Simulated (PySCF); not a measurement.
# AsS: from the state search to spectroscopic constants

Aim: find the lowest electronic state of AsS, scan its bond at several levels of theory, and get bond length, wavenumber and dissociation energy from each curve.

The runs use PySCF 2.14.0; As def2-SVP, S def2-SVP, no relativity.

## Step 1: Input

A driver script around PySCF takes these settings:

```yaml
atoms: As, S
charge: 0
basis: As def2-SVP, S def2-SVP
Hamiltonian: no relativity
basis_functions: 50
electrons_treated: 49
masses_in_u: 74.9216, 31.9721
levels: PBE0, PBE, r²SCAN, r²SCANh, revPBE, M06-2X, HSE06, HF, MP2, SCS-MP2, CCSD, CCSD(T)
grid: 80 radial by 434 angular points
occupations: held fixed by the projection of orbital angular momentum
dissociation_limit: As + S, each in its ground configuration
starting_distance_in_angstrom: 2.160
values_of_2S_to_try: 1, 3, 5
```

Launch:

```console
> OMP_NUM_THREADS=1 python dia.py task.json out
```

Further steps of the session: The PBE0 curve of the state that the search chose; Other states along the same grid; PBE (GGA); r²SCAN; r²SCANh (hybrid meta-GGA); revPBE (GGA); M06-2X (hybrid meta-GGA); HSE06 (range-separated hybrid); UHF; MP2 and coupled cluster.

What does the calculation give? Wanted: for each run, Re; ωe; De; μ.

The runs gave:

Lowest PBE0 solution found, without spin–orbit coupling: ²Π (doublet), unpaired electrons π ↑. State 2 has its PBE0 minimum 1.73 eV higher. The other levels ran on the lowest alone.

| level | Re (Å) | ωe (cm⁻¹) | De (eV) | μ (D) |
| --- | --- | --- | --- | --- |
| UHF-CCSD | 2.031 | 578 | 2.83 | n/a |
| PBE | 2.046 | 562 | 4.32 | -1.14 |
| revPBE | 2.052 | 556 | 4.04 | -1.20 |
| r²SCAN | 2.028 | 585 | 3.97 | -1.23 |
| r²SCANh | 2.020 | 599 | 3.81 | -1.27 |
| PBE0 | 2.019 | 602 | 3.84 | -1.30 |
| HSE06 | 2.021 | 598 | 3.90 | -1.29 |
| M06-2X | 2.016 | 589 | 3.55 | -1.40 |

De is counted to As + S in their ground configurations. A positive dipole means As(−)S(+). No constants: UHF (the points don't follow one smooth fit); UHF-MP2 (the points don't follow one smooth fit); UHF-SCS-MP2 (the points don't follow one smooth fit); UHF-CCSD(T) (the points don't follow one smooth fit).

In words: The methods spread over 0.036 Å in bond length, from M06-2X to revPBE. Among the levels with a De in the table, it runs from 2.83 eV (UHF-CCSD) to 4.32 eV (PBE).

Correlated steps freeze 14 core orbitals.
